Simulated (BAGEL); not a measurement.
# BSiN2H5 (SMILES N[SiH]1BN1) at HF/3-21G (density fitting with qzvpp-jkfit)

Aim: the electronic atomisation energy of BSiN2H5 at HF/3-21G (density fitting with qzvpp-jkfit), from 5 runs. 

The calculation is run with BAGEL 1.2.2.

18 further runs of the same task are left out: 2 that didn't finish, 16 set aside as unsound or not needed.

## (1) The structure to begin with

The species is BSiN2H5 (9 atoms), meant as a singlet with charge 0. SMILES: `N[SiH]1BN1`. The shape is that of a PBE0-D4/def2-TZVP optimisation. This is one conformer, not always the lowest.

Bond lengths: N1–Si2 1.702 Å, Si2–B3 1.914 Å, Si2–N4 1.755 Å, B3–N4 1.389 Å, N1–H5 1.006 Å, N1–H6 1.005 Å, Si2–H7 1.482 Å, B3–H8 1.190 Å, N4–H9 1.011 Å. Some angles: N1–Si2–B3 127.2°, N1–Si2–N4 121.8°, B3–Si2–N4 44.2°, Si2–B3–N4 61.8°, Si2–N4–B3 74.0°, N1–Si2–H7 105.5°, B3–Si2–H7 127.1°, N4–Si2–H7 113.4°, Si2–N1–H5 122.6°, Si2–N1–H6 123.2°.

## (2) A single-point energy at HF/3-21G (density fitting with qzvpp-jkfit)

Contents of job.json:

```json
{ "bagel": [

{
  "title": "molecule",
  "basis": "3-21g",
  "df_basis": "qzvpp-jkfit",
  "angstrom": "true",
  "geometry": [
    { "atom": "N", "xyz": [   -0.637800,    1.588100,    0.218200 ] },
    { "atom": "Si", "xyz": [    0.258900,    0.175500,    0.530500 ] },
    { "atom": "B", "xyz": [   -0.233900,   -1.625800,    0.110200 ] },
    { "atom": "N", "xyz": [    0.650500,   -0.971600,   -0.738400 ] },
    { "atom": "H", "xyz": [   -0.221300,    2.503300,    0.212900 ] },
    { "atom": "H", "xyz": [   -1.561800,    1.577300,   -0.177300 ] },
    { "atom": "H", "xyz": [    1.441200,    0.620900,    1.305200 ] },
    { "atom": "H", "xyz": [   -0.741300,   -2.702400,    0.114400 ] },
    { "atom": "H", "xyz": [    1.134000,   -1.211600,   -1.592900 ] }
  ]
},
{
  "title": "hf",
  "charge": 0
},
{
  "title": "print",
  "file": "orbitals.molden",
  "orbitals": "true"
}

]}
```

The run is started by

```bash
$ BAGEL_NUM_THREADS=1 BAGEL job.json > job.out
```

Standard output:

```text
* using 1 threads per process

  ===============================================================
  ===============================================================

  *** Geometry ***

  { "atom" : "N", "xyz" : [     -1.205267,      3.001074,      0.412338 ] },
  { "atom" : "Si", "xyz" : [      0.489250,      0.331647,      1.002500 ] },
  { "atom" : "B", "xyz" : [     -0.442007,     -3.072317,      0.208248 ] },
  { "atom" : "N", "xyz" : [      1.229267,     -1.836058,     -1.395374 ] },
  { "atom" : "H", "xyz" : [     -0.418196,      4.730551,      0.402323 ] },
  { "atom" : "H", "xyz" : [     -2.951374,      2.980665,     -0.335048 ] },
  { "atom" : "H", "xyz" : [      2.723473,      1.173331,      2.466471 ] },
  { "atom" : "H", "xyz" : [     -1.400854,     -5.106796,      0.216185 ] },
  { "atom" : "H", "xyz" : [      2.142949,     -2.289592,     -3.010145 ] },

  Number of auxiliary basis functions:      447

  Since a DF basis is specified, we compute 2- and 3-index integrals:
    o Being stored without compression. Storage requirement is 0.009 GB

  Number of basis functions:       50
  Number of electrons      :       38

    * METHOD: MOLECULE                             0.15

  *** RHF ***

  === Nuclear Repulsion ===
   149.9626743324

      * DIIS with orbital gradients will be used.

  === RHF iteration (3-21g) ===
      0       -423.00347736          0.02965188           0.03
      1       -423.11449165          0.01681676           0.03
      2       -423.16006801          0.00192653           0.03
      3       -423.16113432          0.00077318           0.03
      4       -423.16125486          0.00010558           0.03
      5       -423.16126210          0.00003358           0.03
      6       -423.16126268          0.00001169           0.03
      7       -423.16126278          0.00000349           0.03
      8       -423.16126279          0.00000101           0.03
      9       -423.16126279          0.00000053           0.03
     10       -423.16126279          0.00000016           0.03
     11       -423.16126279          0.00000006           0.03
     12       -423.16126279          0.00000002           0.03
     13       -423.16126279          0.00000001           0.03
    * SCF iteration converged.

    * Permanent dipole moment:
           (   -0.009798,    -0.549929,     0.526592) a.u.

    * METHOD: HF                                   0.50

    * METHOD: PRINT                                0.01

  ===============================================================
```

Run time: 0.79 s. Hardware: 1 thread of Arm Neoverse V1, shared host.

## (3) The B atom

Contents of input.json:

```json
{ "bagel": [

{
  "title": "molecule",
  "basis": "3-21g",
  "df_basis": "qzvpp-jkfit",
  "angstrom": true,
  "geometry": [
    { "atom": "B", "xyz": [    0.000000,    0.000000,    0.000000 ] }
  ]
},
{
  "title": "uhf",
  "nopen": 1
},
{
  "title": "print",
  "file": "orbitals.molden",
  "orbitals": true
}

]}
```

Run the same way, it converges to -24.38978 Eh (log not shown).

## (4) The H atom, same level

Contents of calc.json:

```json
{ "bagel": [

{
  "title": "molecule",
  "basis": "3-21g",
  "df_basis": "qzvpp-jkfit",
  "angstrom": true,
  "geometry": [
    { "atom": "H", "xyz": [       0.000000,       0.000000,       0.000000 ] }
  ]
},

{ "title": "uhf", "nopen": 1 },

{ "title": "print", "file": "orbitals.molden", "orbitals": true }

]}
```

Run the same way, it converges to -0.49620 Eh (log not shown).

## (5) The N atom

Contents of input.json:

```json
{ "bagel" : [

{
  "title" : "molecule",
  "basis" : "3-21g",
  "df_basis" : "qzvpp-jkfit",
  "angstrom" : "true",
  "geometry" : [
    { "atom" : "N", "xyz" : [    0.000000,    0.000000,    0.000000 ] }
  ]
},
{ "title" : "uhf", "nopen" : 3 },
{ "title" : "print", "file" : "orbitals.molden", "orbitals" : "true" }

]}
```

Run the same way, it converges to -54.10535 Eh (log not shown).

## (6) The Si atom at the same level

Contents of hf.json:

```json
{ "bagel": [

{
  "title": "molecule",
  "basis": "3-21g",
  "df_basis": "qzvpp-jkfit",
  "angstrom": "true",
  "geometry": [
    { "atom": "Si", "xyz": [       0.000000,       0.000000,       0.000000 ] }
  ]
},

{
  "title": "uhf",
  "nopen": 2
},

{
  "title": "print",
  "file": "orbitals.molden",
  "orbitals": "true"
}

]}
```

Run the same way, it converges to -287.34439 Eh (log not shown).

## (7) Outcome

Level: HF/3-21G (density fitting with qzvpp-jkfit).

| quantity | value |
| --- | --- |
| molecule: total energy | -423.16126 Eh |
| molecule: dipole moment | 1.94 D |
| molecule: HOMO energy | -9.26 eV |
| molecule: LUMO energy | 4.26 eV |
| molecule: HOMO–LUMO gap | 13.51 eV |
| B atom: total energy | -24.38978 Eh |
| B atom: dipole moment | 0.00 D |
| B atom: ⟨S²⟩ | 0.750 |
| H atom: total energy | -0.49620 Eh |
| H atom: dipole moment | 0.00 D |
| H atom: ⟨S²⟩ | 0.750 |
| N atom: total energy | -54.10535 Eh |
| N atom: dipole moment | 0.00 D |
| N atom: ⟨S²⟩ | 3.752 |
| Si atom: total energy | -287.34439 Eh |
| Si atom: dipole moment | 0.00 D |
| Si atom: ⟨S²⟩ | 2.000 |
| electronic atomisation energy | 20.011 eV |

What this shows: Taking the molecule apart into free atoms costs 20.01 eV (461 kcal/mol), before zero-point energy and without spin-orbit coupling. Hartree–Fock lacks the correlation of the bonding pairs, which as a rule makes this value much too low; in minimal bases other errors can mask that. The basis has no polarisation functions, which makes bonds too weak.
